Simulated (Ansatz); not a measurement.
What does this script print? It uses Ansatz 0.2.0 through its Python package.

The script, `eos_hfh3.py`:
```python
'''Equation of state of HfH3.'''

import ansatz as az
import numpy as np
from pymatgen.analysis.eos import EOS

SETTINGS = {
    'xc': 'LDA',
    'cutoff': 420,
    'smearing': 'Methfessel-Paxton',
    'smearing_width': 0.2,
    'kgrid': (8, 8, 8),
}

vectors0 = np.array([
    [3.0846, 0.0, 0.0],
    [0.0, 3.0846, 0.0],
    [0.0, 0.0, 3.0846],
])
sites = [
    ('Hf', [0.0, 0.0, 0.0]),
    ('H', [0.0, 0.5, 0.5]),
    ('H', [0.5, 0.0, 0.5]),
    ('H', [0.5, 0.5, 0.0]),
]


def on_lattice(cell):
    crystal = az.Crystal(lattice=az.Lattice.of(cell))
    for symbol, position in sites:
        crystal = crystal.atom(symbol, position)
    return crystal

# scale the volume, keep shape and fractions
volumes, energies = [], []
for scale in np.linspace(0.88, 1.12, 7):
    cell = vectors0 * scale ** (1 / 3)
    model = (
        on_lattice(cell).calculation()
        .functional(SETTINGS['xc'])
        .accuracy('low')
        .basis(SETTINGS['cutoff'], xc_grid=1)
        .occupations(SETTINGS['smearing'], width=SETTINGS['smearing_width'])
        .kpoints(*SETTINGS['kgrid'])
    )
    summary = model.run(threads=1, pin='off').report
    volumes.append(abs(np.linalg.det(cell)) / len(sites))
    energies.append(summary['free_energy_ev'] / len(sites))
    print(f'V = {volumes[-1]:8.4f} A^3/atom  F = {energies[-1]:.5f} eV/atom')

for form in ['murnaghan', 'pourier_tarantola', 'birch_murnaghan']:
    fit = EOS(eos_name=form).fit(volumes, energies)
    print(f'{form:18s} V0 {fit.v0:8.4f} A^3/atom  B0 {fit.b0_GPa:7.1f} GPa  B1 {fit.b1:5.2f}')
```

Running `python eos_hfh3.py` prints:
```text
V =   6.4568 A^3/atom  F = -3881.24873 eV/atom
V =   6.7503 A^3/atom  F = -3881.26515 eV/atom
V =   7.0438 A^3/atom  F = -3881.26774 eV/atom
V =   7.3373 A^3/atom  F = -3881.25892 eV/atom
V =   7.6308 A^3/atom  F = -3881.24078 eV/atom
V =   7.9243 A^3/atom  F = -3881.21506 eV/atom
V =   8.2178 A^3/atom  F = -3881.18315 eV/atom
murnaghan          V0   6.9541 A^3/atom  B0   155.5 GPa  B1  3.97
pourier_tarantola  V0   6.9560 A^3/atom  B0   155.7 GPa  B1  3.69
birch_murnaghan    V0   6.9553 A^3/atom  B0   155.7 GPa  B1  3.79
```

A third-order Birch-Murnaghan fit through the 7 points has its minimum at 6.96 Å³ an atom, 5.2 % below the typed cell, with a bulk modulus of 156 GPa and dB/dP = 3.8. From that minimum the energy rises by 19.5 meV an atom on the compressed side and 85.1 meV on the expanded side.

Reading the output:
- These settings explore the input space; cutoff and mesh may be short of convergence.
- For a metal this k-point mesh is coarse: on a finer one energies can move by several to tens of meV an atom and pressures by half a GPa or more, differences at one mesh by less.
- Spin-orbit coupling, which matters for elements this heavy, is left out.
- This cell is a computed structure, which may not be the phase found in nature.
- Hardware and time: 10 s on 1 thread of Intel(R) Xeon(R) Platinum 8375C CPU @ 2.90GHz (Ice Lake), with other jobs on the host, peak memory 0.46 GiB.

(Lines on the test bed's own set-up are left out of the output.)
